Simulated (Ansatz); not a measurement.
# C5H12Si (SMILES C=C[Si](C)(C)C) at 6 levels

Wanted: a comparison of 6 runs (HF/STO-3G, B2PLYP/6-31G*, B3LYP/6-31G*, CAM-B3LYP/6-31G*, r2SCAN0/6-31G*, CCSD(T)/6-31G*) of C5H12Si. 

Program for the calculation: Ansatz 0.2.0.

31 further runs of the same task are left out: 31 set aside as unsound or not needed.

### 1 The structure to begin with

The species is C5H12Si (18 atoms), meant as a singlet with charge 0. As SMILES, `C=C[Si](C)(C)C`. The C4–H12 distance was set to 2.405 Å, away from the relaxed value. At this shape a bond of the SMILES string is far longer than usual.

Bond lengths: C1–C2 1.330 Å, C2–Si3 1.869 Å, Si3–C4 1.873 Å, Si3–C5 1.875 Å, Si3–C6 1.875 Å, C1–H7 1.087 Å, C1–H8 1.087 Å, C2–H9 1.091 Å, C4–H10 1.093 Å, C4–H11 1.093 Å, C5–H13 1.093 Å, C5–H14 1.094 Å, C5–H15 1.093 Å, C6–H16 1.093 Å, C6–H17 1.093 Å, C6–H18 1.094 Å. Some angles: C1–C2–Si3 124.8°, C2–Si3–C4 109.7°, C2–Si3–C5 108.9°, C2–Si3–C6 108.9°, C4–Si3–C5 110.1°, C4–Si3–C6 110.1°, C5–Si3–C6 109.2°, C1–C2–H9 117.2°, Si3–C2–H9 118.0°, C2–C1–H7 122.5°.

### 2 A single-point energy at HF/STO-3G (run 1)

The input, input.yaml:

```yaml
crystal:
  periodic: [false, false, false]
  atoms:
    - {symbol: C, position_ang: [-2.098279, 0.697586, 0.498109]}
    - {symbol: C, position_ang: [-1.234809, 1.299896, -0.315241]}
    - {symbol: Si, position_ang: [0.615201, 1.356426, -0.054241]}
    - {symbol: C, position_ang: [1.058961, 0.441166, 1.518279]}
    - {symbol: C, position_ang: [1.156511, 3.147786, 0.069329]}
    - {symbol: C, position_ang: [1.460321, 0.555986, -1.524741]}
    - {symbol: H, position_ang: [-3.168649, 0.688106, 0.308999]}
    - {symbol: H, position_ang: [-1.773039, 0.181876, 1.397759]}
    - {symbol: H, position_ang: [-1.643799, 1.795086, -1.197491]}
    - {symbol: H, position_ang: [0.583731, 0.893166, 2.392649]}
    - {symbol: H, position_ang: [2.140241, 0.465526, 1.678979]}
    - {symbol: H, position_ang: [0.389440, -1.865980, 1.413780]}
    - {symbol: H, position_ang: [0.687101, 3.641756, 0.923719]}
    - {symbol: H, position_ang: [2.240961, 3.222256, 0.189239]}
    - {symbol: H, position_ang: [0.882181, 3.704786, -0.830641]}
    - {symbol: H, position_ang: [1.172751, -0.494134, -1.619111]}
    - {symbol: H, position_ang: [1.191031, 1.061016, -2.456331]}
    - {symbol: H, position_ang: [2.548351, 0.601126, -1.424071]}
basis:
  gaussian: {orbitals: STO-3G}
hamiltonian: {xc: hf}
accuracy: high
output: {orbitals: {seedname: orbitals}}
```

Run with:

```sh
ansatz run input.yaml --threads 1 --pin off --max-ram 3480MiB --events-out events.jsonl --progress --plain --runs-dir runs
```

Standard output:

```text
Warning: RAYON_NUM_THREADS=1 ignored (pool sized by the plan → 1); use --threads N
Functional definition: HF
  name "HF"
  exchange = exact_x
  correlation = 0
1083 factors; integrals over basis functions are off by at most 2.1e-9 eV
mean field evaluation 1: about -13040.0532 eV, gradient 2.2e1 eV
mean field evaluation 2: about -13040.2411 eV, gradient 2.1e1 eV
mean field evaluation 4: about -13042.9694 eV, gradient 3.0e0 eV
mean field evaluation 8: about -13043.0158 eV, gradient 1.5e-4 eV
mean field -13043.01302223 eV, -479.3218876951 hartree, gradient 9.8e-8 eV, S^2 0.000000; 0 other end points of the search recorded, 0 dependent functions left out
reference -13043.01302223 eV, -479.3218876951 hartree; 28, 28 occupied and 18, 18 virtual orbitals, 1083 factors
Total energy: -13043.01302223 eV, -479.3218876951 hartree
```

It took 0.79 s on 1 thread of Intel Xeon 6975P-C (Granite Rapids), shared host.

### 3 The energy at B2PLYP/6-31G(d) (spherical functions) (run 2)

The input, molecule.yaml:

```yaml
crystal:
  periodic: [false, false, false]
  atoms:
    - {symbol: C, position_ang: [-2.098279, 0.697586, 0.498109]}
    - {symbol: C, position_ang: [-1.234809, 1.299896, -0.315241]}
    - {symbol: Si, position_ang: [0.615201, 1.356426, -0.054241]}
    - {symbol: C, position_ang: [1.058961, 0.441166, 1.518279]}
    - {symbol: C, position_ang: [1.156511, 3.147786, 0.069329]}
    - {symbol: C, position_ang: [1.460321, 0.555986, -1.524741]}
    - {symbol: H, position_ang: [-3.168649, 0.688106, 0.308999]}
    - {symbol: H, position_ang: [-1.773039, 0.181876, 1.397759]}
    - {symbol: H, position_ang: [-1.643799, 1.795086, -1.197491]}
    - {symbol: H, position_ang: [0.583731, 0.893166, 2.392649]}
    - {symbol: H, position_ang: [2.140241, 0.465526, 1.678979]}
    - {symbol: H, position_ang: [0.389440, -1.865980, 1.413780]}
    - {symbol: H, position_ang: [0.687101, 3.641756, 0.923719]}
    - {symbol: H, position_ang: [2.240961, 3.222256, 0.189239]}
    - {symbol: H, position_ang: [0.882181, 3.704786, -0.830641]}
    - {symbol: H, position_ang: [1.172751, -0.494134, -1.619111]}
    - {symbol: H, position_ang: [1.191031, 1.061016, -2.456331]}
    - {symbol: H, position_ang: [2.548351, 0.601126, -1.424071]}
basis:
  gaussian: {orbitals: 6-31G_st_-spherical.json}
hamiltonian: {xc: {name: B2PLYP}}
correlation: {frozen_orbitals: {C: 1, H: 0, Si: 5}}
accuracy: high
output: {orbitals: {seedname: orbitals}}
```

The basis set 6-31G* is read from a file made from the Basis Set Exchange's data (not shown).

Run with:

```sh
ansatz run molecule.yaml --threads 1 --pin off --max-ram 3480MiB --events-out events.jsonl --progress --plain --runs-dir runs
```

Standard output, cut to the lines that bear on the results:

```text
Warning: RAYON_NUM_THREADS=1 ignored (pool sized by the plan → 1); use --threads N
Functional definition: B2PLYP
  name "B2PLYP"
[...]
2874 factors; integrals over basis functions are off by at most 4.4e-9 eV
[...]
mean field -13235.79321451 eV, -486.4064290905 hartree, gradient 1.9e-8 eV, S^2 0.000000; 0 other end points of the search recorded, 0 dependent functions left out; unrestricted orbitals would lower it
10 core orbitals not correlated: weight in the atoms' cores, before any rotation towards them, 1.000 or more for the frozen orbitals, at most 0.000 for the correlated occupied ones
reference -13235.79324382 eV, -486.4064301676 hartree; 18, 18 occupied and 84, 84 virtual orbitals, 2874 factors
second order -25.61118522 eV of doubles, -0.00000000 eV of singles
Total energy: -13242.70826383 eV, -486.6605524658 hartree
```

Wall time 16 s (1 thread of Intel Xeon 6975P-C (Granite Rapids), shared host); peak memory 0.53 GiB.

### 4 A single-point energy at B3LYP/6-31G(d) (spherical functions) (run 3)

The input, molecule.yaml:

```yaml
crystal:
  periodic: [false, false, false]
  atoms:
    - symbol: C
      position_ang: [-2.098279, 0.697586, 0.498109]
    - symbol: C
      position_ang: [-1.234809, 1.299896, -0.315241]
    - symbol: Si
      position_ang: [0.615201, 1.356426, -0.054241]
    - symbol: C
      position_ang: [1.058961, 0.441166, 1.518279]
    - symbol: C
      position_ang: [1.156511, 3.147786, 0.069329]
    - symbol: C
      position_ang: [1.460321, 0.555986, -1.524741]
    - symbol: H
      position_ang: [-3.168649, 0.688106, 0.308999]
    - symbol: H
      position_ang: [-1.773039, 0.181876, 1.397759]
    - symbol: H
      position_ang: [-1.643799, 1.795086, -1.197491]
    - symbol: H
      position_ang: [0.583731, 0.893166, 2.392649]
    - symbol: H
      position_ang: [2.140241, 0.465526, 1.678979]
    - symbol: H
      position_ang: [0.389440, -1.865980, 1.413780]
    - symbol: H
      position_ang: [0.687101, 3.641756, 0.923719]
    - symbol: H
      position_ang: [2.240961, 3.222256, 0.189239]
    - symbol: H
      position_ang: [0.882181, 3.704786, -0.830641]
    - symbol: H
      position_ang: [1.172751, -0.494134, -1.619111]
    - symbol: H
      position_ang: [1.191031, 1.061016, -2.456331]
    - symbol: H
      position_ang: [2.548351, 0.601126, -1.424071]
basis:
  gaussian:
    orbitals: 6-31G_st_-spherical.json
hamiltonian:
  xc: {name: B3LYP}
accuracy: high
output:
  orbitals: {seedname: orbitals}
```

The basis set 6-31G* is read from a file made from the Basis Set Exchange's data (not shown).

Run with:

```sh
ansatz run molecule.yaml --threads 1 --pin off --max-ram 3480MiB --events-out events.jsonl --progress --plain --runs-dir runs
```

Standard output:

```text
Warning: RAYON_NUM_THREADS=1 ignored (pool sized by the plan → 1); use --threads N
Functional definition: B3LYP
  name "B3LYP"
  parameter a0 = 0.2
  parameter ax = 0.72
  parameter ac = 0.81
  exchange = (1 - a0 - ax)*slater_x + ax*b88_x + a0*exact_x
  correlation = (1 - ac)*vwn_rpa_c + ac*lyp_c
2874 factors; integrals over basis functions are off by at most 4.4e-9 eV
mean field evaluation 1: about -13234.2211 eV, gradient 8.3e1 eV
mean field evaluation 2: about -13218.7086 eV, gradient 1.0e2 eV
mean field evaluation 4: about -13252.2670 eV, gradient 2.0e1 eV
mean field evaluation 8: about -13254.2703 eV, gradient 1.7e0 eV
mean field evaluation 16: about -13254.2788 eV, gradient 2.4e-4 eV
mean field -13254.27884975 eV, -487.0857636553 hartree, gradient 9.6e-8 eV, S^2 0.000000; 0 other end points of the search recorded, 0 dependent functions left out
reference -13254.27889637 eV, -487.0857653686 hartree; 28, 28 occupied and 84, 84 virtual orbitals, 2874 factors
Total energy: -13254.27889637 eV, -487.0857653686 hartree
```

Wall time 12 s (1 thread of Intel Xeon 6975P-C (Granite Rapids), shared host); peak memory 0.52 GiB.

Runs 4 to 5 aren't shown in full; the table further down has their settings and results.

### 5 A single-point energy at CCSD(T)/6-31G(d) (spherical functions) (run 6)

The input, molecule.yaml:

```yaml
crystal:
  periodic: [false, false, false]
  atoms:
    - {symbol: C, position_ang: [-2.098279, 0.697586, 0.498109]}
    - {symbol: C, position_ang: [-1.234809, 1.299896, -0.315241]}
    - {symbol: Si, position_ang: [0.615201, 1.356426, -0.054241]}
    - {symbol: C, position_ang: [1.058961, 0.441166, 1.518279]}
    - {symbol: C, position_ang: [1.156511, 3.147786, 0.069329]}
    - {symbol: C, position_ang: [1.460321, 0.555986, -1.524741]}
    - {symbol: H, position_ang: [-3.168649, 0.688106, 0.308999]}
    - {symbol: H, position_ang: [-1.773039, 0.181876, 1.397759]}
    - {symbol: H, position_ang: [-1.643799, 1.795086, -1.197491]}
    - {symbol: H, position_ang: [0.583731, 0.893166, 2.392649]}
    - {symbol: H, position_ang: [2.140241, 0.465526, 1.678979]}
    - {symbol: H, position_ang: [0.389440, -1.865980, 1.413780]}
    - {symbol: H, position_ang: [0.687101, 3.641756, 0.923719]}
    - {symbol: H, position_ang: [2.240961, 3.222256, 0.189239]}
    - {symbol: H, position_ang: [0.882181, 3.704786, -0.830641]}
    - {symbol: H, position_ang: [1.172751, -0.494134, -1.619111]}
    - {symbol: H, position_ang: [1.191031, 1.061016, -2.456331]}
    - {symbol: H, position_ang: [2.548351, 0.601126, -1.424071]}
basis:
  gaussian:
    orbitals: 6-31G_st_-spherical.json
correlation:
  method: ccsd_t
  frozen_orbitals: {C: 1, H: 0, Si: 5}
accuracy: high
scf:
  omitted_lower_state_checks: [cluster_reference, increment]
```

The basis set 6-31G* is read from a file made from the Basis Set Exchange's data (not shown).

Run with:

```sh
ansatz run molecule.yaml --threads 1 --pin off --max-ram 3480MiB --events-out events.jsonl --progress --plain --runs-dir runs
```

Standard output:

```text
Warning: RAYON_NUM_THREADS=1 ignored (pool sized by the plan → 1); use --threads N
[... 11 lines left out ...]
10 core orbitals not correlated: weight in the atoms' cores, before any rotation towards them, 1.000 or more for the frozen orbitals, at most 0.000 for the correlated occupied ones
[... 30 lines left out ...]
WARN: these amplitudes may be one of several solutions (largest doubles amplitude 0.40, level shift 1.46 eV)
Total energy: -13222.74993991 eV, -485.9270975898 hartree
Checks for a lower state left out: cluster_reference, increment
```

Run time: 48 s. Hardware: 1 thread of Intel Xeon 6975P-C (Granite Rapids), shared host; peak memory 1.1 GiB.

### 6 Overview of the runs

```csv
run,level,frozen core orbitals,energy (Eh),HOMO energy (eV),LUMO energy (eV),HOMO–LUMO gap (eV),wall time
1,HF/STO-3G,–,-479.321888,-5.94,3.49,9.43,0.79 s
2,B2PLYP/6-31G* (spherical functions),10,-486.660552,-7.57,-1.57,6.00,16 s
3,B3LYP/6-31G* (spherical functions),–,-487.085765,-6.73,-3.03,3.70,12 s
4,CAM-B3LYP/6-31G* (spherical functions),–,-486.925306,-8.09,-1.73,6.36,12 s
5,r2SCAN0/6-31G* (spherical functions),–,-486.874929,-7.06,-2.86,4.20,18 s
6,CCSD(T)/6-31G* (spherical functions),10,-485.927098,–,–,–,48 s
```

### 7 Results

| quantity | value |
| --- | --- |
| run 6: total energy | -485.92710 Eh |
| run 6: correlation energy (10 core orbitals frozen) | -881.9 mEh |
| run 6: (T) correction | -34.32 mEh |
| run 6: T1 diagnostic | 0.023 |

What this shows: Over runs 1, 2, 3, 4, 5 the HOMO–LUMO gap runs from 3.70 eV (B3LYP/6-31G*) to 9.43 eV (HF/STO-3G). The two ends differ in method and basis. Totals of different functionals can't be ranked against each other. In runs 2, 6 the log says that unrestricted orbitals would lower the reference, so the values rest on an unstable closed-shell determinant (other closed-shell runs at this shape may share the fault). In run 1 the basis is minimal, so the values are rough. In runs 1, 2, 3, 4, 5, 6 a closed-shell determinant meets a far-stretched bond, which it describes badly. All runs together took 1.8 min, the longest 48 s.
